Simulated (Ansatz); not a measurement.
# B2H5NO: a ladder of functionals and wavefunction methods

One table from this session's results is given with a row withheld; the runs are named, their logs left out.

Computed with Ansatz 0.2.0, Gaussian basis. Level: functionals in def2-TZVPP, the program's frozen cores in correlated methods.

Levels to be run: LDA (SPW92), PBE-D4, revPBE-D4, BLYP-D4, r2SCAN-D4, B97M-V, PBE0-D4, B3LYP-D4, r2SCANh-D4, r2SCAN0-D4, HSE06-D4, BHLYP-D4, CAM-B3LYP-D4, LC-ωPBE, ωB97X-V, ωB97M-V, B2PLYP, PBE-QIDH; CCSD(T)/def2-SVP; CCSD(T)/def2-TZVPP; MP2/def2-QZVPP; extrapolation to the limit; RPA on PBE.

**The relaxed structure**

All runs share one geometry, relaxed beforehand with PBE0-D4 in a triple-zeta def2 set.

SMILES `BB(N)O`, 9 atoms, charge 0, spin multiplicity 1.

Atoms are counted from 1 here; the program's logs count them from 0.

Bond lengths: B1–B2 1.706 Å, B1–H5 1.200 Å, B1–H6 1.202 Å, B2–N3 1.404 Å, B2–O4 1.380 Å, N3–H7 1.003 Å, N3–H8 1.007 Å, O4–H9 0.957 Å. Angles: B2–B1–H5 122.7°, B2–B1–H6 121.9°, H5–B1–H6 115.4°, B1–B2–N3 120.3°, B1–B2–O4 123.4°, N3–B2–O4 116.3°, B2–N3–H7 122.9°, B2–N3–H8 122.7°, H7–N3–H8 114.4°, B2–O4–H9 112.6°.

Coordinates:

```
atom    x (Å)    y (Å)    z (Å)
  B1   0.1046   1.2509  -0.6393
  B2  -0.1046  -0.1711   0.2789
  N3   0.4877  -1.3748  -0.1351
  O4  -0.8703  -0.2302   1.4258
  H5   1.1326   1.5145  -1.1999
  H6  -0.7785   2.0549  -0.7758
  H7   1.1232  -1.4313  -0.9093
  H8   0.3145  -2.2532   0.3266
  H9  -1.3206   0.5941   1.6109
```

The first run:

File in.yaml:

```yaml
crystal:
  periodic: [false, false, false]
  atoms:
    - {symbol: B, position_ang: [0.104593, 1.250895, -0.639342]}
    - {symbol: B, position_ang: [-0.104551, -0.171074, 0.278908]}
    - {symbol: N, position_ang: [0.487682, -1.374806, -0.135110]}
    - {symbol: O, position_ang: [-0.870310, -0.230217, 1.425826]}
    - {symbol: H, position_ang: [1.132551, 1.514467, -1.199886]}
    - {symbol: H, position_ang: [-0.778501, 2.054876, -0.775767]}
    - {symbol: H, position_ang: [1.123237, -1.431286, -0.909250]}
    - {symbol: H, position_ang: [0.314504, -2.253247, 0.326642]}
    - {symbol: H, position_ang: [-1.320603, 0.594091, 1.610879]}
basis:
  gaussian: {orbitals: def2-TZVPP}
hamiltonian: {xc: lda}
output: {orbitals: {seedname: orbitals}}
```

On the command line:

```console
$ ansatz run in.yaml --threads 2 --pin off --events-out ev --progress --plain --max-ram 4352MiB
```

Steps of the session up to this table: LDA; PBE-D4 (GGA); revPBE-D4 (GGA); BLYP-D4 (GGA); r2SCAN-D4 (meta-GGA); B97M-V (meta-GGA); B3LYP-D4 (hybrid); r2SCANh-D4 (hybrid); r2SCAN0-D4 (hybrid); HSE06-D4 (hybrid); BHLYP-D4 (hybrid); CAM-B3LYP-D4 (range-separated); LC-ωPBE (range-separated); ωB97X-V (range-separated); ωB97M-V (range-separated); B2PLYP (double hybrid); PBE-QIDH (double hybrid).

One of the session's tables, all rows but one given; the rest of the session is left out.

It belongs to the step «Orbital energies across the functionals». 

| functional | HOMO (eV) | LUMO (eV) | gap (eV) |
| --- | --- | --- | --- |
| LDA (SPW92) | -6.53 | -3.34 | 3.19 |
| PBE-D4 | -6.35 | -3.04 | 3.32 |
| revPBE-D4 | -6.29 | -2.91 | 3.37 |
| BLYP-D4 | -6.24 | -2.88 | 3.35 |
| r2SCAN-D4 | -6.62 | -2.71 | 3.92 |
| B97M-V | -6.70 | -2.83 | 3.88 |
| PBE0-D4 | ? | ? | ? |
| B3LYP-D4 | -7.50 | -2.28 | 5.22 |
| r2SCANh-D4 | -7.15 | -2.37 | 4.77 |
| r2SCAN0-D4 | -7.94 | -1.87 | 6.07 |
| HSE06-D4 | -7.33 | -2.45 | 4.89 |
| BHLYP-D4 | -9.06 | -1.04 | 8.02 |
| CAM-B3LYP-D4 | -9.17 | -0.97 | 8.20 |
| LC-ωPBE | -10.57 | 0.26 | 10.82 |
| ωB97X-V | -10.19 | 0.14 | 10.33 |
| ωB97M-V | -10.10 | -0.12 | 9.98 |

Estimate the missing values for PBE0-D4.

The run gave: HOMO (eV): -7.74; LUMO (eV): -2.06; gap (eV): 5.68. In the column «HOMO (eV)» it lies between r2SCAN0-D4 (-7.94) and B3LYP-D4 (-7.50).
